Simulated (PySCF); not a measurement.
# C2H6Pb (Pb(CH3)2): the cost of one run

Method: PBE0, Pb def2-SVP with ECP60, C def2-SVP, H def2-SVP; scalar-relativistic core potentials, no spin–orbit coupling; program: PySCF 2.14.0.

1 further run of the same task is left out (for a known fault of the program).

## Step 1: Where the work starts

9 atoms, charge 0, spin multiplicity 1.

Bond lengths: Pb1–C2 2.306 Å, Pb1–C6 2.306 Å, C2–H3 1.100 Å, C2–H4 1.103 Å, C2–H5 1.103 Å, C6–H7 1.100 Å, C6–H8 1.103 Å, C6–H9 1.103 Å. Angles: C2–Pb1–C6 91.4°, Pb1–C2–H3 112.5°, Pb1–C2–H4 109.1°, Pb1–C2–H5 109.1°, H3–C2–H4 109.3°, H3–C2–H5 109.3°, H4–C2–H5 107.5°, Pb1–C6–H7 112.5°, Pb1–C6–H8 109.1°, Pb1–C6–H9 109.1°, H7–C6–H8 109.3°, H7–C6–H9 109.3°, H8–C6–H9 107.5°.

As a file:

```mol
C2H6Pb
  3D, bonds by distance, orders not assigned

  9  8  0  0  0  0  0  0  0  0999 V2000
    0.0000    0.0000   -0.7706 Pb  0  0
    1.6495   -0.0000    0.8402 C   0  0
    2.6600   -0.0000    0.4070 H   0  0
    1.5282    0.8891    1.4813 H   0  0
    1.5282   -0.8891    1.4813 H   0  0
   -1.6495    0.0000    0.8402 C   0  0
   -2.6600    0.0000    0.4070 H   0  0
   -1.5282   -0.8891    1.4813 H   0  0
   -1.5282    0.8891    1.4813 H   0  0
  1  2  8  0
  1  6  8  0
  2  3  8  0
  2  4  8  0
  2  5  8  0
  6  7  8  0
  6  8  8  0
  6  9  8  0
M  END
```

Formal oxidation states: Pb +2. An earlier session relaxed this geometry at PBE0, Pb def2-SVP with ECP60, C def2-SVP, H def2-SVP (singlet, point group C2v).

Its energy there is -272.497313 Eh.

## Step 2: One electron removed, multiplicity 2

Contents of run.py (the lines that set the calculation):

```python
mol = gto.M(atom='''
Pb     0.00000     0.00000    -0.77065
C      1.64945     0.00000     0.84023
H      2.65999     0.00000     0.40697
H      1.52824     0.88910     1.48126
H      1.52824    -0.88910     1.48126
C     -1.64945     0.00000     0.84023
H     -2.65999     0.00000     0.40697
H     -1.52824    -0.88910     1.48126
H     -1.52824     0.88910     1.48126''',
    basis={'Pb': 'def2-SVP', 'C': 'def2-SVP', 'H': 'def2-SVP'},
    ecp={'Pb': 'def2-SVP'},
    charge=1, spin=1)
mf = dft.UKS(mol, xc='PBE0')
mf.grids.atom_grid = (50, 194)
mf = mf.density_fit()  # fitting sets: Pb def2-universal-JKFIT, C def2-universal-JKFIT, H def2-universal-JKFIT
mf.conv_tol = 1e-08; mf.max_cycle = 55
mf.kernel(dm0)  # dm0: the density of the relaxed state
```

Started as:

```console
$ OMP_NUM_THREADS=2 python run.py
```

**Question.** How long does this run take on 2 threads of Arm Neoverse V2, shared host?

About 1.9 s.
